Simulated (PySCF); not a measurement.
# MoOF₂: triplet, from a trigonal planar start

Aim: relax MoOF₂ as a triplet from a trigonal planar start, check by its vibrations whether the end is a minimum, and collect its spectrum and constants.

Computed with PySCF 2.14.0. Level: PBE0, basis Mo def2-TZVP with ECP28, O def2-TZVP, F def2-TZVP, scalar-relativistic core potentials, no spin–orbit coupling, density fitting.

### Step 1. Starting geometry

4 atoms, charge 0, spin multiplicity 3.

Bond lengths: Mo1–O2 1.780 Å, Mo1–F3 2.020 Å, Mo1–F4 2.020 Å. Angles: O2–Mo1–F3 120.0°, O2–Mo1–F4 120.0°, F3–Mo1–F4 120.0°.

Z-matrix (Å, degrees; charge 0 multiplicity 3):
```
Mo
O  1 1.7800
F  1 2.0200 2 120.00
F  1 2.0200 2 120.00 3 180.00
```

### Step 2. Finding the electronic state

One driver script runs all steps and calls PySCF; scf.py shows how it sets up the SCF of each step. The optimiser is the driver's own. After this first run the driver tries any further starts and a stability analysis.

scf.py reads:

```python
from pyscf import gto, scf, dft
mol = gto.M(atom='''
Mo    -0.000000     0.000000    -0.065220
O      0.000000     0.000000    -1.845200
F     -1.749370     0.000000     0.944790
F      1.749390     0.000000     0.944800''',
    basis={'Mo': 'def2-TZVP', 'O': 'def2-TZVP', 'F': 'def2-TZVP'},
    ecp={'Mo': 'def2-TZVP'},
    charge=0, spin=2)
mf = dft.UKS(mol, xc='PBE0')
mf.grids.atom_grid = (50, 194)
aux = {'Mo': 'def2-universal-JKFIT', 'O': 'def2-universal-JKFIT', 'F': 'def2-universal-JKFIT'}
mf = mf.density_fit(auxbasis=aux)
mf.conv_tol = 1e-08
mf.diis_space = 10
mf.max_cycle = 60
mf.init_guess = 'minao'
mf.verbose = 4
mf.kernel()
```

Run with:

```bash
$ OMP_NUM_THREADS=4 python axn.py task.json out
```

Output:

```text
init E= -336.215162301878
[... the frontier-level lines of each cycle are left out ...]
cycle= 1 E= -342.705720564742  delta_E= -6.49  |g|= 0.951  |ddm|= 2.62
cycle= 2 E= -336.87597173567  delta_E= 5.83  |g|= 3.82  |ddm|= 1.98
cycle= 3 E= -342.933421768034  delta_E= -6.06  |g|= 0.543  |ddm|=  1.7
cycle= 4 E= -342.942668311936  delta_E= -0.00925  |g|= 0.515  |ddm|= 0.461
cycle= 5 E= -343.036855904549  delta_E= -0.0942  |g|= 0.0961  |ddm|= 0.235
cycle= 6 E= -343.040051722814  delta_E= -0.0032  |g|= 0.0508  |ddm|= 0.0626
cycle= 7 E= -343.041285251042  delta_E= -0.00123  |g|= 0.00713  |ddm|= 0.0304
cycle= 8 E= -343.041423434319  delta_E= -0.000138  |g|= 0.0049  |ddm|= 0.0142
cycle= 9 E= -343.041535151523  delta_E= -0.000112  |g|= 0.00354  |ddm|= 0.0178
cycle= 10 E= -343.041576404905  delta_E= -4.13e-05  |g|= 0.00255  |ddm|= 0.0148
cycle= 11 E= -343.041580089141  delta_E= -3.68e-06  |g|= 0.00147  |ddm|= 0.00245
cycle= 12 E= -343.041581654093  delta_E= -1.56e-06  |g|= 0.000355  |ddm|= 0.002
cycle= 13 E= -343.041581866141  delta_E= -2.12e-07  |g|= 0.000135  |ddm|= 0.00121
cycle= 14 E= -343.041581876474  delta_E= -1.03e-08  |g|= 1.34e-05  |ddm|= 0.000146
cycle= 15 E= -343.04158187688  delta_E= -4.06e-10  |g|= 6.17e-06  |ddm|= 3.34e-05
Extra cycle  E= -343.041581876889  delta_E= -9.72e-12  |g|= 1.3e-05  |ddm|= 1.17e-05
converged SCF energy = -343.041581876889  <S^2> = 2.0642951  2S+1 = 3.0425615
```

This step, with its further starts and checks, took 16 s on 4 threads of Arm Neoverse V2, shared host.

Energies from each starting density:

```csv
start,energy (Eh)
the minimal-basis guess,-343.041582
a thermally smeared density,-343.041582
a smeared PBE density,-343.041582
```

No lower solution of this spin turned up from the other starts or in the test of internal stability.

### Step 3. Relaxation: trigonal planar start, triplet

The program finds C2v symmetry in the start, which this walk keeps. Threshold on the gradient: 0.0003 Eh/bohr, with a further test on the energy change.

Edit scf.py of step 2 so:

```diff
@@ -4,3 +4,3 @@
-O      0.000000     0.000000    -1.845200
-F     -1.749370     0.000000     0.944790
-F      1.749390     0.000000     0.944800''',
+O     -0.000000     0.000000    -1.845200
+F     -1.749380     0.000000     0.944795
+F      1.749380     0.000000     0.944795''',
@@ -17 +16,0 @@
-mf.init_guess = 'minao'
```

Energy and gradient, step by step:

```csv
step,energy (Eh),change (kJ/mol),largest symmetric gradient (Eh/bohr)
0,-343.041582,0.00,0.11701
1,-343.075633,-89.40,0.04250
2,-343.077101,-93.26,0.01531
3,-343.077314,-93.81,0.00146
4,-343.077331,-93.86,0.00107
5,-343.077337,-93.87,0.00032
6,-343.077337,-93.87,0.00001
```

The walk took 16 s.

Positions (Å) and forces (eV/Å) along the way:

```
step 0
Mo   0.000   0.000  -0.065   0.000   0.000  -3.062
O    0.000   0.000  -1.845   0.000   0.000   6.017
F   -1.749   0.000   0.945   2.735   0.000  -1.478
F    1.749   0.000   0.945  -2.735   0.000  -1.478
step 1
Mo   0.000   0.000  -0.084   0.000   0.000   2.185
O    0.000   0.000  -1.709   0.000   0.000  -1.452
F   -1.638   0.000   0.886   0.677   0.000  -0.366
F    1.638   0.000   0.886  -0.677   0.000  -0.367
step 3
Mo   0.000   0.000  -0.076   0.000   0.000  -0.075
O    0.000   0.000  -1.729   0.000   0.000   0.059
F   -1.601   0.000   0.892   0.048   0.000   0.008
F    1.601   0.000   0.892  -0.048   0.000   0.008
step 6
Mo   0.000   0.000  -0.085   0.000   0.000   0.000
O    0.000   0.000  -1.737   0.000   0.000   0.000
F   -1.589   0.000   0.900   0.000   0.000   0.000
F    1.589   0.000   0.900   0.000   0.000   0.000
```

It settles in C2v symmetry, 93.9 kJ/mol below the start, after 6 steps: Mo–F 1.870 Å (×2), Mo–O 1.652 Å; F–Mo–F 116.4°, F–Mo–O 121.8° (×2).

### Step 4. Frequencies

The point is checked on the finer grid, and tightened if its gradient asks for it. The Hessian and the dipole derivatives come from central differences of analytic gradients, with steps of 0.02 bohr.

Edit scf.py of step 3 so:

```diff
@@ -3,4 +3,4 @@
-Mo    -0.000000     0.000000    -0.065220
-O     -0.000000     0.000000    -1.845200
-F     -1.749380     0.000000     0.944795
-F      1.749380     0.000000     0.944795''',
+Mo    -0.000000     0.000000    -0.073693
+O     -0.000000     0.000000    -1.725573
+F     -1.587690     0.000000     0.913913
+F      1.587690     0.000000     0.913913''',
@@ -11 +11 @@
-mf.grids.atom_grid = (50, 194)
+mf.grids.atom_grid = (75, 302)
@@ -14 +14 @@
-mf.conv_tol = 1e-08
+mf.conv_tol = 1e-10
```

The driver hands on the density of the step before, so the log starts near convergence.

SCF at the final geometry:

```text
init E= -343.077600033169
[... the frontier-level lines of each cycle are left out ...]
cycle= 1 E= -343.077600033169  delta_E= -1.14e-13  |g|= 1.92e-06  |ddm|= 1.61e-06
Extra cycle  E= -343.077600033156  delta_E= 1.32e-11  |g|= 6.14e-06  |ddm|= 3.57e-06
converged SCF energy = -343.077600033156  <S^2> = 2.019263  2S+1 = 3.0128146
```

The whole step took 64 s.

Geometry: C2v; Mo–F 1.870 Å (×2), Mo–O 1.652 Å; F–Mo–F 116.2°, F–Mo–O 121.9° (×2).

Harmonic modes (main isotopes):

| symmetry | ω (cm⁻¹) | IR (km/mol) | μ (u) | type |
| --- | --- | --- | --- | --- |
| b1 | 153 | 24.8 | 24.52 | bend |
| a1 | 168 | 8.7 | 21.13 | bend |
| b2 | 210 | 16.3 | 18.62 | bend |
| a1 | 664 | 91.2 | 20.35 | stretch |
| b2 | 676 | 204 | 23.37 | stretch |
| a1 | 1081 | 180 | 18.11 | stretch |

Every mode is real; the point is a minimum.

Constants and moments:

| Property | Result |
| --- | --- |
| Dipole moment | 0.11 D |
| Highest occupied level | -7.58 eV |
| Lowest empty level | -3.35 eV |
| Rotational constants | 0.211, 0.176, 0.09596 cm⁻¹ |
| Zero-point energy | 17.7 kJ/mol |
| Principal polarisabilities | 31.4, 34.1, 40.6 bohr³ |
| Atomisation energy without zero-point energy | 1581 kJ/mol |
| Principal traceless quadrupole moments about the centre of mass | -4.92, -3.45, 8.37 D Å |
| Entropy at 298.15 K and 1 bar (electronic part: spin only) | 315.1 J/(mol K) |
| Heat capacity Cp at 298.15 K | 65.4 J/(mol K) |
| Enthalpy at 298.15 K above 0 K | 15.36 kJ/mol |
| Rotational symmetry number | 2 |
| Spin squared ⟨S²⟩ | 2.019 |

Populations by atom (charges in e):

```tsv
atom	Mulliken	Löwdin	polar tensor	spin (Mulliken)	Mayer order to Mo1
Mo1	1.51	0.84	2.12	2.09	–
O2	-0.52	-0.25	-0.74	-0.15	2.08
F3,4	-0.50	-0.30	-0.69	0.03	0.79
```

Outer orbital energies (eV). α occupied: -13.03, -12.81, -12.03, -11.49, -11.34, -10.83, -7.91, -7.58; empty: -3.15, -1.54, -0.95, -0.15. β occupied: -13.43, -13.09, -12.45, -12.32, -11.99, -11.50, -11.26, -10.97; empty: -3.35, -2.62, -2.35, -0.82.

Mulliken populations on Mo1 (outside its core potential): s 2.31, p 6.18, d 3.93, f 0.07.

### Step 5. Outcome

```
                                          quantity                                                               value
                                           minimum                                                        triplet, C2v
                                          geometry  Mo–F 1.870 Å (×2), Mo–O 1.652 Å; F–Mo–F 116.2°, F–Mo–O 121.9° (×2)
                                wavenumbers (cm⁻¹)         153 (b1), 168 (a1), 210 (b2), 664 (a1), 676 (b2), 1081 (a1)
                                     dipole moment                                                              0.11 D
highest occupied, lowest empty level (either spin)                                                     -7.58, -3.35 eV
                        polar-tensor charge of Mo1                                                             +2.12 e
                                 zero-point energy                                                         17.7 kJ/mol
                               entropy at 298.15 K                                                     315.1 J/(mol K)
         atomisation energy (no zero-point energy)                                                         1581 kJ/mol
                                              ⟨S²⟩                                                               2.019
```

In words: The molecule stays C2v, as typed, and the end point is a minimum. The strongest infrared band lies at 676 cm⁻¹ (b2, stretch). Most of the spin sits on Mo1 (Mulliken spin 2.09, against 2 for the whole molecule). Other starts or spin states, not run here, may lie lower. One determinant may miss the lowest occupation of an open d or f shell.

The search up to here took 96 s.
